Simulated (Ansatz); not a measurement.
# Ir: one candidate structure

Aim: relax Ir from this start, lonsdaleite type (P6_3/mmc, No. 194), and see where it ends.

Method: DFT r2SCAN, scalar-relativistic, plane waves, PAW, in Ansatz 0.2.0.

## (1) The system as given

Symmetry: P6_3/mmc, No. 194, hexagonal system. Conventional cell: a = 3.441 Å, b = 3.441 Å, c = 5.678 Å, α = 90.00°, β = 90.00°, γ = 120.00°. Around Ir (site symmetry 3m) lie 4 Ir at 2.11 to 2.13 Å.

Coordinates:

```xyz
4
Lattice="3.4413 0.0000 0.0000 -1.7206 2.9802 0.0000 0.0000 0.0000 5.6781" Properties=species:S:1:pos:R:3 pbc="T T T"
Ir    0.0000    1.9868    2.4842
Ir    1.7206    0.9934    5.3232
Ir    1.7206    0.9934    3.1939
Ir    0.0000    1.9868    0.3549
```

(A quick probe on a coarse mesh, which set the mesh and smearing, is not shown.)

## (3) A loose first relaxation

Input file input.yaml:

```yaml
crystal:
  lattice:
    - [3.441281868, 0.0, 0.0]
    - [-1.720640934, 2.9802375193, 0.0]
    - [0.0, 0.0, 5.6781150822]
  atoms:
    - { symbol: Ir, position: [0.3333333333, 0.6666666667, 0.4375] }
    - { symbol: Ir, position: [0.6666666667, 0.3333333333, 0.9375] }
    - { symbol: Ir, position: [0.6666666667, 0.3333333333, 0.5625] }
    - { symbol: Ir, position: [0.3333333333, 0.6666666667, 0.0625] }
basis:
  ecutwfc: 500
kpoints:
  mp_grid: { grid: [6, 6, 4] }
hamiltonian:
  xc: r2scan
scf:
  occupations: { method: gaussian, width: 0.1 }
  lower_state_search: "off"
output:
  forces: true
  stress: true
  eigenvalues: true
relax:
  adjacent_minimum: "off"
  f_tol: 0.04
  max_steps: 70
  cell: { stress_tol: 0.4 }
```

The session goes on with these runs: full relaxation.

What does the calculation give?

As calculated:

```
       quantity                                                                       value
           cell  a = 3.936 Å, b = 3.936 Å, c = 6.319 Å, α = 90.00°, β = 90.00°, γ = 120.00°
    space group                                                          P6_3/mmc (No. 194)
         volume                                                               21.19 Å³/atom
gap on the mesh                                                                none (metal)
```

**Reading.** The space group stayed P6_3/mmc, and from the first guess the volume went from 14.56 to 21.19 Å³/atom. Spin-orbit coupling is left out for Ir.
